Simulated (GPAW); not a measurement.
# MgTiNbO4 (Cm) in GPAW: settings compared

The runs below take MgTiNbO4 through band structure, with PBE, LDA.

Everything below comes from runs of GPAW 26.7.0. Logs are shortened: lines on timing, memory, paths and dates and some standing lists are left out, and cuts for length are marked. The log counts tension as positive stress, the text compression.

### 1 The structure

The structure is monoclinic, space group Cm (No. 8). Conventional cell: a = 9.421 Å, b = 4.206 Å, c = 4.204 Å, α = 90.00°, β = 116.36°, γ = 90.00°. Nb (site symmetry m) has 6 O at 2.10 to 2.18 Å as nearest neighbours. Ti (site symmetry m) has 6 O at 2.10 to 2.12 Å as nearest neighbours. Mg (site symmetry m) has 6 O at 2.04 to 2.10 Å as nearest neighbours. O (site symmetry m) is surrounded by 1 Mg at 2.04 Å and 2 Ti at 2.10 Å and 1 Nb at 2.18 Å. O (site symmetry m) has 2 Mg at 2.10 Å and 2 Nb at 2.10 Å and 1 Ti at 2.12 Å as nearest neighbours. O (site symmetry m) has 1 Mg at 2.04 Å and 2 Ti at 2.10 to 2.11 Å and 1 Nb at 2.18 Å as nearest neighbours. O (site symmetry m) is surrounded by 2 Nb at 2.10 Å and 2 Mg at 2.10 Å and 1 Ti at 2.11 Å.

The cell comes from a database or a generator and needn't be the stable form of this composition.

### 2 Band structure, PBE

Contents of run.py:

```python
from ase import Atoms
from ase.dft.bandgap import bandgap
from ase.io import write
from ase.units import GPa
from gpaw import GPAW, PW

atoms = Atoms(['Nb', 'Ti', 'Mg', 'O', 'O', 'O', 'O'],
              cell=[[4.7102639963, -2.1029487473, 0.0],
                    [4.7102639963, 2.1029487473, 0.0],
                    [-1.866800788, 0.0, 3.7667838392]],
              scaled_positions=[[0.008491, 0.008491, 0.009284],
                                [0.758561, 0.758561, 0.257102],
                                [0.508531, 0.508531, 0.509415],
                                [0.266407, 0.266407, 0.265555],
                                [0.507974, 0.507974, 0.008632],
                                [0.7505665, 0.7505665, 0.749703],
                                [0.008995, 0.008995, 0.509834]],
              pbc=True)

calc = GPAW(mode=PW(800),
            xc='PBE',
            kpts={'size': (5, 5, 5), 'gamma': True},
            occupations={'name': 'fermi-dirac', 'width': 0.05},
            nbands=51,
            convergence={'density': 1e-05, 'energy': 1e-05},
            maxiter=150,
            txt='gpaw.txt')
atoms.calc = calc
energy = atoms.get_potential_energy()
forces = atoms.get_forces()
stress = atoms.get_stress()
calc.write('gs.gpw')
write('result.traj', atoms)
print(f'Energy: {energy:.6f} eV')
print('Forces (eV/A):')
print(forces.round(4))
print('Stress (GPa):', (stress / GPa).round(3))
print('Fermi level:', round(calc.get_fermi_level(), 4), 'eV')
print(f'Gap: {bandgap(calc)[0]:.4f} eV, direct: {bandgap(calc, direct=True)[0]:.4f} eV')

path = atoms.cell.bandpath('XGY,LGZ,NGM,RG', npoints=60, eps=1e-4)
bs_calc = calc.fixed_density(kpts=path, symmetry='off', nbands=72,
                             convergence={'bands': 'CBM+6.0', 'eigenstates': 1e-6}, txt='bands.txt')
bs = bs_calc.band_structure()
bs.write('bs.json')
print(f'Gap on the path: {bandgap(bs_calc)[0]:.4f} eV')
```

Potentials or basis: GPAW PAW data sets (gpaw-data 1.2.1), pw.

Started as:

```bash
OMP_NUM_THREADS=1 python run.py
```

gpaw.txt:

```text
__  _  _
 | _ |_)|_||  |
 |__||  | ||/\| - 26.7.0

Input parameters:
  mode=PW(ecut=800.0),
  convergence={'density': 1e-05, 'energy': 1e-05},
  kpts=MonkhorstPack(size=(5, 5, 5), gamma=True),
  maxiter=150,
  nbands=51,
  occupations=Occupations(name='fermi-dirac', width=0.05),
  xc=XC(name='PBE')

Diagonalizing LCAO Hamiltonian
Converting LCAO to pw mode

                       O
       O          Mg

              O          Ti
         Nb          O

Atoms  # Å, Bohr magnetons
|   | symbol |         x |         y |        z |    initial magnetic moments |
|---|--------|-----------|-----------|----------|-----------------------------|
| 0 |     Nb |  0.062658 |  0.000000 | 0.034971 | ( 0.0000,  0.0000,  0.0000) |
| 1 |     Ti |  6.666087 |  0.000000 | 0.968448 | ( 0.0000,  0.0000,  0.0000) |
| 2 |     Mg |  3.839654 | -0.000000 | 1.918856 | ( 0.0000,  0.0000,  0.0000) |
| 3 |      O |  2.013956 | -0.000000 | 1.000288 | ( 0.0000,  0.0000,  0.0000) |
| 4 |      O |  4.769269 | -0.000000 | 0.032515 | ( 0.0000,  0.0000,  0.0000) |
| 5 |      O |  5.671187 | -0.000000 | 2.823969 | ( 0.0000,  0.0000,  0.0000) |
| 6 |      O | -0.867021 | -0.000000 | 1.920434 | ( 0.0000,  0.0000,  0.0000) |

Unit cell  # Å
| periodic |         x |         y |        z |  lengths |     angles |
|----------|-----------|-----------|----------|----------|------------|
|      yes |  4.710264 | -2.102949 | 0.000000 | 5.158389 | 113.921040 |
|      yes |  4.710264 |  2.102949 | 0.000000 | 5.158389 | 113.921040 |
|      yes | -1.866801 |  0.000000 | 3.766784 | 4.203999 |  48.117789 |

Number of symmetries: 2
Symmetry operations  # r_c * U_cc + t_c -> r_c
|   | kind |            matrix            |
|---|------|------------------------------|
| 0 |  E   |  1, 0, 0,  0, 1, 0,  0, 0, 1 |
| 1 |  σ   |  0, 1, 0,  1, 0, 0,  0, 0, 1 |

BZ-sampling:
  Number of BZ points: 125
  Number of IBZ points: 39

  Monkhorst-Pack size: [5, 5, 5]
  Monkhorst-Pack shift: [0, 0, 0]

K-points  # in reciprocal-cell coordinates
|     |                                coordinates |     weight |
|-----|--------------------------------------------|------------|
|   0 | (  0.00000000,   0.00000000,   0.00000000) | 0.00800000 |
|   1 | (  0.00000000,   0.00000000,   0.20000000) | 0.01600000 |
|   2 | (  0.00000000,   0.00000000,   0.40000000) | 0.01600000 |
|   3 | (  0.20000000,  -0.20000000,   0.00000000) | 0.01600000 |
|   4 | (  0.20000000,  -0.20000000,   0.20000000) | 0.03200000 |
|   5 | (  0.20000000,  -0.20000000,   0.40000000) | 0.03200000 |
|   6 | (  0.20000000,   0.00000000,  -0.40000000) | 0.03200000 |
|   7 | (  0.20000000,   0.00000000,  -0.20000000) | 0.03200000 |
|   8 | (  0.20000000,   0.00000000,   0.00000000) | 0.03200000 |
|   9 | (  0.20000000,   0.00000000,   0.20000000) | 0.03200000 |
| ... |                                            |            |
|  38 | (  0.40000000,   0.40000000,   0.40000000) | 0.01600000 |

Plane wave coefficients: 3860
Cutoff: 800.0 eV

Spin-components: 1 (collinear spins)
Bands:           51
Projectors:      37
Spin-degeneracy: 2
Datatype:        complex128

Parallelization:
  kpt:    1
  domain: 1
  band:   1

Density:
  Valence electrons: 59.0
  Components: 1
  Grid points: [35 35 28]
  Charge: 0.0  # |e|

Potential:
  Grid points: [35 35 28]

species:
  Nb:
    name:    Niobium
    Z:       41.0
    valence: 13
    core:    28
    charge:  0.0  # [|e|]
    compensation charges:
      type: gauss
      rc: 0.40  # [Å]
      lmax: 2
    cutoffs:
      filter: 2.35  # [Å]
      core: 1.51  # [Å]
    projectors
    | kind |    occ | energy [eV] | rcut [Å] |
    |------|--------|-------------|----------|
    |   4s |  2.000 |     -58.361 |    1.323 |
    |   5s |  1.000 |      -3.980 |    1.323 |
    |   4p |  6.000 |     -34.526 |    1.323 |
    |   5p |  0.000 |      -1.111 |    1.323 |
    |   4d |  4.000 |      -3.041 |    1.244 |
    |    d |        |      24.171 |    1.244 |

    Using partial waves for Nb as LCAO basis

  Ti:
    name:    Titanium
    Z:       22.0
    valence: 12
    core:    10
    charge:  0.0  # [|e|]
    compensation charges:
      type: gauss
      rc: 0.38  # [Å]
      lmax: 2
    cutoffs:
      filter: 2.23  # [Å]
      core: 1.02  # [Å]
    projectors
    | kind |    occ | energy [eV] | rcut [Å] |
    |------|--------|-------------|----------|
    |   3s |  2.000 |     -62.623 |    1.270 |
    |   4s |  2.000 |      -4.466 |    1.270 |
    |   3p |  6.000 |     -38.862 |    1.058 |
    |   4p |  0.000 |      -1.466 |    1.058 |
    |   3d |  2.000 |      -4.258 |    1.058 |
    |    d |        |      22.953 |    1.058 |

    Using partial waves for Ti as LCAO basis

  Mg:
    name:    Magnesium
    Z:       12.0
    valence: 10
    core:    2
    charge:  0.0  # [|e|]
    compensation charges:
      type: gauss
      rc: 0.33  # [Å]
      lmax: 2
    cutoffs:
      filter: 1.86  # [Å]
      core: 0.54  # [Å]
    projectors
    | kind |    occ | energy [eV] | rcut [Å] |
    |------|--------|-------------|----------|
    |   2s |  2.000 |     -79.840 |    1.090 |
    |   3s |  2.000 |      -4.705 |    1.090 |
    |   2p |  6.000 |     -46.613 |    1.085 |
    |   3p |  0.000 |      -1.330 |    1.085 |
    |    d |        |       0.000 |    1.037 |

    Using partial waves for Mg as LCAO basis

  O:
    name:    Oxygen
    Z:       8.0
    valence: 6
    core:    2
    charge:  0.0  # [|e|]
    compensation charges:
      type: gauss
      rc: 0.21  # [Å]
      lmax: 2
    cutoffs:
      filter: 1.17  # [Å]
      core: 0.83  # [Å]
    projectors
    | kind |    occ | energy [eV] | rcut [Å] |
    |------|--------|-------------|----------|
    |   2s |  2.000 |     -23.961 |    0.688 |
    |   2p |  4.000 |      -9.029 |    0.598 |
    |    s |        |       3.251 |    0.688 |
    |    p |        |      18.182 |    0.598 |
    |    d |        |       0.000 |    0.619 |

    Using partial waves for O as LCAO basis

Reference energy: -140743.216164  # eV

eigensolver:
  PPCG
  Converge bands: occupied
  niter=2

density mixing:
  MSR1-Mixer
  Pratt-step length: 0.05
  Maximum mixing coefficient: 0.75
  Old densities: 10
  SVD Regularization: 0.005
  Good broyden scale: 1.0
  Trust region scale: 1.0
  Backstep threshold: 4.0
  History deletion threshold: 6.0
  Fourier metric: weight=20.0, sigma=0.015

occupation numbers:
  Fermi-Dirac:
    width: 0.0500  # eV

poisson solver:
  ecut: 6400.0  # eV

xc functional:
  name: PBE with 2 nearest neighbor stencil

convergence criteria:
- Maximum integral of absolute [dens]ity change: 1e-05 electrons / valence electron
- Maximum [total energy] change in last 3 cyles: 1e-05 eV / valence electron
- Maximum integral of absolute [eigenst]ate change: 4e-08 eV^2 / valence electron
maximum number of iterations: 150

SCF iterations
|iter     | |      energy | eigst |  dens |
|---------|-|-------------|-------|-------|
|iter:   1| |  -64.676210 | +0.34 |       |
|iter:   2| |  -62.153584 | -1.38 | -0.90 |
|iter:   3| |  -58.195071 | -0.67 | -0.98 |
|iter:   4| |  -56.892987 | -1.91 | -1.18 |
|iter:   5| |  -56.866329 | -2.87 | -1.57 |
|iter:   6| |  -56.881677 | -2.53 | -1.73 |
|iter:   7| |  -56.880394 | -3.88 | -2.47 |
|iter:   8| |  -56.880560 | -4.67 | -3.01 |
|iter:   9| |  -56.880493c| -5.48 | -3.47 |
|iter:  10| |  -56.880494c| -6.85 | -3.84 |
|iter:  11| |  -56.880495c| -7.39 | -4.27 |
|iter:  12| |  -56.880496c| -7.84c| -4.97 |
|iter:  13| |  -56.880496c| -8.10c| -5.21c|

Converged in 13 steps
Energy contributions relative to reference atoms: (reference = -140743.216164)

Energy contributions:
  Kinetic:          43.653974
  Coulomb:         -51.509791
  Zero:              0.683496
  External:          0.000000
  Xc:              -49.702577
  Entropy:          -0.011196
  Spinorbit:         0.000000
  ----------------------------
  Free energy:     -56.886094
  Extrapolated:    -56.880496

dipole moment: (-39.873771, -0.000000, -24.936484)  # |e|*Ang

Fermi level: 9.290
Eigenvalues  # (at kpt = [0.000, 0.000, 0.000])
| band index |      eig [eV] | occ [0-2] |
|------------|---------------|-----------|
|          0 |       -66.819 |     2.000 |
|        ... |               |           |
|         23 |         4.231 |     2.000 |
|         24 |         4.231 |     2.000 |
|         25 |         5.477 |     2.000 |
|         26 |         6.076 |     2.000 |
|         27 |         6.077 |     2.000 |
|         28 |         7.609 |     2.000 |
[... 8 lines left out ...]
|         37 |        11.940 |     0.000 |
|         38 |        12.972 |     0.000 |
|        ... |               |           |
|         50 |        25.189 |     0.000 |

No gap
No difference between direct/indirect transitions

Forces  # eV/Ang
|        x |        y |        z |
|----------|----------|----------|
|  0.00954 |  0.00000 | -0.02167 |  # Nb   0
| -0.02068 | -0.00000 |  0.02323 |  # Ti   1
|  0.00094 |  0.00000 | -0.01325 |  # Mg   2
| -0.24271 | -0.00000 | -0.10447 |  # O    3
|  0.03849 |  0.00000 |  0.00791 |  # O    4
|  0.23183 |  0.00000 |  0.13544 |  # O    5
| -0.01743 |  0.00000 | -0.02738 |  # O    6

Stress tensor  # eV/Ang^3
|         x |        y |         z |
|-----------|----------|-----------|
|  0.016134 | 0.000000 | -0.000947 |
|  0.000000 | 0.020477 |  0.000000 |
| -0.000947 | 0.000000 |  0.019252 |

# Writing to gs.gpw (mode='')
```

Run time: 6.5 min. Hardware: 1 thread of Arm Neoverse V2, shared host; peak memory 0.82 GiB.

What came out:

| Quantity | Value |
| --- | --- |
| Free energy | -56.8861 eV |
| Pressure | -3.0 GPa |
| Largest force | 0.268 eV/Å |
| Band gap along the path | none (metal or under the smearing width) |

Forces on the atoms (eV/Å):
```
Nb   0.010  0.000 -0.022
Ti  -0.021  0.000  0.023
Mg   0.001  0.000 -0.013
O   -0.243  0.000 -0.104
O    0.038  0.000  0.008
O    0.232  0.000  0.135
O   -0.017  0.000 -0.027
```

Levels at the corners of the path, in eV from the Fermi level:
```csv
point,band 28,band 29,band 30,band 31,band 32,band 33
X,-3.51,-0.87,0.65,0.97,1.43,1.59
Γ,-3.21,-1.68,-0.38,-0.38,0.75,1.36
Y,-3.51,-0.88,0.66,0.93,1.42,1.62
L,-2.77,1.17,1.24,1.41,1.57,1.88
Γ,-3.21,-1.68,-0.38,-0.38,0.75,1.36
Z,-3.51,-0.88,0.66,0.93,1.42,1.62
N,-2.77,1.17,1.24,1.41,1.57,1.88
Γ,-3.21,-1.68,-0.38,-0.38,0.75,1.36
M,-3.56,-1.65,-1.65,-1.24,0.14,1.63
R,-3.50,-0.89,0.67,0.90,1.42,1.65
Γ,-3.21,-1.68,-0.38,-0.38,0.75,1.36
```

Caveat: an odd number of electrons without spin polarisation forces a metal; a magnetic or distorted state may lie lower; semilocal functionals often make such compounds metallic where correlation or magnetic order opens a gap, which also shifts bond lengths.

### 3 Band structure, LDA

Changes to run.py since step 2:

```diff
@@ -20,3 +20,3 @@
 calc = GPAW(mode=PW(800),
-            xc='PBE',
+            xc='LDA',
             kpts={'size': (5, 5, 5), 'gamma': True},
```

Potentials or basis: the program's PAW data sets (release 1.2.1) made for this functional, pw.

Started as:

```bash
OMP_NUM_THREADS=1 python run.py
```

Wall time 12 min (1 thread of Arm Neoverse N1, shared host); peak memory 0.82 GiB.

It converged, with:

| Item | Value |
| --- | --- |
| Free energy | -63.1830 eV |
| Pressure | -15.9 GPa |
| Largest force | 0.440 eV/Å |
| Band gap along the path | none (metal or under the smearing width) |

Forces in eV/Å, atoms in the order of the input:
```
Nb   0.010  0.000 -0.023
Ti  -0.020  0.000  0.024
Mg   0.001  0.000 -0.013
O   -0.396  0.000 -0.181
O    0.281  0.000  0.128
O    0.384  0.000  0.215
O   -0.260  0.000 -0.150
```

Stress tensor (GPa, compression positive):
```
-15.39   0.00   0.23
  0.00 -16.26   0.00
  0.23   0.00 -16.04
```

Levels at the corners of the path, in eV from the Fermi level:
```
point  band 27  band 28  band 29  band 30  band 31  band 32  band 33  band 34
    X    -4.38    -3.49    -0.87     0.66     0.98     1.42     1.61     1.65
    Γ    -3.19    -3.19    -1.73    -0.38    -0.37     0.71     1.37     1.38
    Y    -4.38    -3.49    -0.89     0.66     0.94     1.41     1.64     1.66
    L    -4.84    -2.74     1.19     1.26     1.43     1.60     1.86     1.96
    Γ    -3.19    -3.19    -1.73    -0.38    -0.37     0.71     1.37     1.38
    Z    -4.38    -3.49    -0.89     0.66     0.94     1.41     1.64     1.66
    N    -4.84    -2.74     1.19     1.26     1.43     1.60     1.86     1.96
    Γ    -3.19    -3.19    -1.73    -0.38    -0.37     0.71     1.37     1.38
    M    -3.55    -3.55    -1.68    -1.68    -1.26     0.07     1.63     2.10
    R    -4.38    -3.49    -0.89     0.68     0.91     1.40     1.67     1.67
    Γ    -3.19    -3.19    -1.73    -0.38    -0.37     0.71     1.37     1.38
```

Caveat: an odd number of electrons without spin polarisation forces a metal; a magnetic or distorted state may lie lower; semilocal functionals often make such compounds metallic where correlation or magnetic order opens a gap, which also shifts bond lengths.
